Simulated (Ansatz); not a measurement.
# GaH₆NSi: a ladder of functionals and wavefunction methods

How much do the methods differ for GaH₆NSi? The plan is to run it at one geometry with functionals of several rungs and with coupled cluster. The yardstick is the atomisation energy at the CCSD(T) limit.

Method: functionals in def2-TZVPP, the program's frozen cores in correlated methods; program: Ansatz 0.2.0, Gaussian basis.

The runs, in order: LDA (SPW92), PBE-D4, revPBE-D4, BLYP-D4, r2SCAN-D4, B97M-V, PBE0-D4, B3LYP-D4, r2SCANh-D4, r2SCAN0-D4, HSE06-D4, BHLYP-D4, CAM-B3LYP-D4, LC-ωPBE, ωB97X-V, ωB97M-V, B2PLYP, PBE-QIDH; CCSD(T)/def2-SVP; CCSD(T)/def2-TZVPP; MP2/def2-QZVPP; extrapolation to the limit; RPA on PBE.

### 1 The geometry

An earlier PBE0-D4 in a triple-zeta def2 set relaxation fixed the geometry.

SMILES `[NH2][GaH][SiH3]`, 9 atoms, charge 0, spin multiplicity 1.

Atoms are counted from 1 here; the program's logs count them from 0.

Bond lengths: N1–Ga2 1.817 Å, N1–H4 1.006 Å, N1–H5 1.006 Å, Ga2–Si3 2.403 Å, Ga2–H6 1.567 Å, Si3–H7 1.490 Å, Si3–H8 1.490 Å, Si3–H9 1.490 Å. Angles: Ga2–N1–H4 124.1°, Ga2–N1–H5 124.0°, H4–N1–H5 111.9°, N1–Ga2–Si3 117.0°, N1–Ga2–H6 115.4°, Si3–Ga2–H6 127.6°, Ga2–Si3–H7 111.0°, Ga2–Si3–H8 111.8°, Ga2–Si3–H9 111.0°, H7–Si3–H8 107.8°, H7–Si3–H9 107.3°, H8–Si3–H9 107.8°.

As a file:

```
atom    x (Å)    y (Å)    z (Å)
  N1  -0.5203   0.5486  -1.8220
 Ga2   0.6882   0.4848  -0.4672
 Si3   0.0209  -0.6602   1.5368
  H4  -0.3534   0.9990  -2.7062
  H5  -1.4373   0.1374  -1.7784
  H6   2.0563   1.1931  -0.7540
  H7   0.9351  -1.7998   1.8305
  H8  -1.3624  -1.2033   1.4303
  H9   0.0612   0.2540   2.7129
```

### 2 LDA

This LDA is Slater exchange with PW92 correlation.

The input, in.yaml:

```yaml
crystal:
  periodic: [false, false, false]
  atoms:
    - {symbol: N, position_ang: [-0.520302, 0.548591, -1.821970]}
    - {symbol: Ga, position_ang: [0.688192, 0.484799, -0.467237]}
    - {symbol: Si, position_ang: [0.020913, -0.660177, 1.536781]}
    - {symbol: H, position_ang: [-0.353351, 0.998988, -2.706171]}
    - {symbol: H, position_ang: [-1.437274, 0.137446, -1.778359]}
    - {symbol: H, position_ang: [2.056287, 1.193109, -0.753952]}
    - {symbol: H, position_ang: [0.935081, -1.799766, 1.830533]}
    - {symbol: H, position_ang: [-1.362438, -1.203262, 1.430253]}
    - {symbol: H, position_ang: [0.061192, 0.253972, 2.712922]}
basis:
  gaussian: {orbitals: def2-TZVPP}
hamiltonian: {xc: lda}
output: {orbitals: {seedname: orbitals}}
```

Command:

```console
$ ansatz run in.yaml --threads 2 --pin off --events-out ev --progress --plain --max-ram 4352MiB
```

The runs that follow: PBE-D4 (GGA); revPBE-D4 (GGA); BLYP-D4 (GGA); r2SCAN-D4 (meta-GGA); B97M-V (meta-GGA); B3LYP-D4 (hybrid); r2SCANh-D4 (hybrid); r2SCAN0-D4 (hybrid); HSE06-D4 (hybrid); BHLYP-D4 (hybrid); CAM-B3LYP-D4 (range-separated); LC-ωPBE (range-separated); ωB97X-V (range-separated); ωB97M-V (range-separated); B2PLYP (double hybrid); PBE-QIDH (double hybrid); CCSD(T) in def2-SVP; CCSD(T) in def2-TZVPP; MP2 in def2-QZVPP; RPA on PBE orbitals.

**Question.** What will the summary of the whole plan be? Wanted: atomisation energy, CCSD(T)/CBS; farthest beyond LDA; mean size of error, GGA; mean size of error, meta-GGA; mean size of error, hybrid; mean size of error, range-separated; mean size of error, double hybrid; gap, smallest and largest; T1 diagnostic.

**Answer**, as computed:

| quantity | value |
| --- | --- |
| atomisation energy, CCSD(T)/CBS | 2571.2 kJ/mol |
| functionals within 25.7 kJ/mol (1.0 %) | PBE-D4, r2SCAN-D4, B97M-V, B3LYP-D4, CAM-B3LYP-D4, ωB97X-V, ωB97M-V |
| farthest beyond LDA | revPBE-D4 (-72.4 kJ/mol) |
| mean size of error, GGA | 43.8 kJ/mol |
| mean size of error, meta-GGA | 11.2 kJ/mol |
| mean size of error, hybrid | 42.9 kJ/mol |
| mean size of error, range-separated | 15.3 kJ/mol |
| mean size of error, double hybrid | 49.7 kJ/mol |
| gap, smallest and largest | 4.23 eV (BLYP-D4), 11.09 eV (LC-ωPBE) |
| T1 diagnostic | 0.0145 |
| triples share of the correlation energy | 3.7 % |

**Reading.** The LDA atomisation energy is off by 296.9 kJ/mol (12 %): it overbinds. PBE-D4 is off by -22.4 kJ/mol. Double hybrids carry the basis error of their MP2 part in triple zeta, and no dispersion term here, so their miss is partly the set-up's. The rungs meta-GGA, range-separated miss on average by less than the doubt on the reference (25.7 kJ/mol), so they tie. The reference freezes the cores and leaves out relativity and excitations past (T), and its outer-core shells are covered unevenly, so misses under about 25.7 kJ/mol can't be ranked. Hartree-Fock recovers 71 % of the binding; the rest is correlation. CCSD(T) in def2-SVP is off by -190.1 kJ/mol, so the small basis spoils what the method gains. The gap grows from 4.2 to 11.1 eV across the functionals, mostly with the share of exact exchange. Correlated methods include outer-core shells of Ga, which these sets cover unevenly.
